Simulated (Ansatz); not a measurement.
# C4H3F3: one species, many methods

The task here is to estimate one member of a computed series from the others.

Program: Ansatz 0.2.0, Gaussian basis. Level of theory: functionals in def2-TZVPP, the program's frozen cores in correlated methods. These are calculated values, not measurements.

Levels to be run: LDA (SPW92), PBE-D4, revPBE-D4, BLYP-D4, r2SCAN-D4, B97M-V, PBE0-D4, B3LYP-D4, r2SCANh-D4, r2SCAN0-D4, HSE06-D4, BHLYP-D4, CAM-B3LYP-D4, LC-ωPBE, ωB97X-V, ωB97M-V, B2PLYP, PBE-QIDH; CCSD(T)/def2-SVP; CCSD(T)/def2-TZVPP; MP2/def2-QZVPP; extrapolation to the limit; RPA on PBE.

## Structure used throughout

All runs share one geometry, relaxed beforehand with PBE0-D4 in a triple-zeta def2 set.

SMILES `F/C=C/C(F)=C\F`, 10 atoms, charge 0, spin multiplicity 1.

Atoms are counted from 1 here; the program's logs count them from 0.

Bond lengths: F1–C2 1.330 Å, C2–C3 1.327 Å, C2–H8 1.083 Å, C3–C4 1.437 Å, C3–H9 1.083 Å, C4–F5 1.343 Å, C4–C6 1.330 Å, C6–F7 1.335 Å, C6–H10 1.081 Å. Angles: F1–C2–C3 121.2°, F1–C2–H8 113.1°, C3–C2–H8 125.7°, C2–C3–C4 122.5°, C2–C3–H9 120.2°, C4–C3–H9 117.4°, C3–C4–F5 116.3°, C3–C4–C6 126.7°, F5–C4–C6 117.0°, C4–C6–F7 120.6°, C4–C6–H10 124.4°, F7–C6–H10 115.0°.

The first run:

File in.yaml:

```yaml
crystal:
  periodic: [false, false, false]
  atoms:
    - {symbol: F, position_ang: [-2.256417, 1.754291, 0.733469]}
    - {symbol: C, position_ang: [-1.624327, 0.751447, 0.129666]}
    - {symbol: C, position_ang: [-0.329934, 0.536406, 0.327008]}
    - {symbol: C, position_ang: [0.379929, -0.538410, -0.310806]}
    - {symbol: F, position_ang: [-0.340623, -1.324861, -1.127423]}
    - {symbol: C, position_ang: [1.670704, -0.830204, -0.174118]}
    - {symbol: F, position_ang: [2.453451, -0.096049, 0.619279]}
    - {symbol: H, position_ang: [-2.271838, 0.165088, -0.510033]}
    - {symbol: H, position_ang: [0.234122, 1.181563, 0.989120]}
    - {symbol: H, position_ang: [2.168033, -1.650370, -0.673363]}
basis:
  gaussian: {orbitals: def2-TZVPP}
hamiltonian: {xc: lda}
output: {orbitals: {seedname: orbitals}}
```

Steps of the session up to this table: LDA; PBE-D4 (GGA); revPBE-D4 (GGA); BLYP-D4 (GGA); r2SCAN-D4 (meta-GGA); B97M-V (meta-GGA); PBE0-D4 (hybrid); B3LYP-D4 (hybrid); r2SCANh-D4 (hybrid); r2SCAN0-D4 (hybrid); HSE06-D4 (hybrid); BHLYP-D4 (hybrid); CAM-B3LYP-D4 (range-separated); LC-ωPBE-D4 (range-separated; the results give it without D4); ωB97X-V (range-separated); ωB97M-V (range-separated); B2PLYP (double hybrid); PBE-QIDH (double hybrid).

One of the session's tables, all rows but one given; the rest of the session is left out.

It belongs to the step «Frontier levels by functional». 

```
  functional  HOMO (eV)  gap (eV)
 LDA (SPW92)      -5.91      3.70
      PBE-D4      -5.68      3.74
   revPBE-D4      -5.59      3.75
     BLYP-D4      -5.56      3.73
   r2SCAN-D4      -5.88      4.07
      B97M-V      -5.92      4.18
     PBE0-D4      -6.84      5.77
    B3LYP-D4      -6.66      5.35
  r2SCANh-D4      -6.32      4.83
  r2SCAN0-D4      -6.97      5.98
    HSE06-D4      -6.45      5.00
    BHLYP-D4      -7.89      7.82
CAM-B3LYP-D4      -8.15      8.13
     LC-ωPBE          ?         ?
     ωB97X-V      -9.03     10.13
     ωB97M-V      -8.95      9.97
```

**Question.** Estimate the row for LC-ωPBE.

The run gave: HOMO (eV): -9.41; gap (eV): 10.53. In the column «HOMO (eV)» it is the lowest.
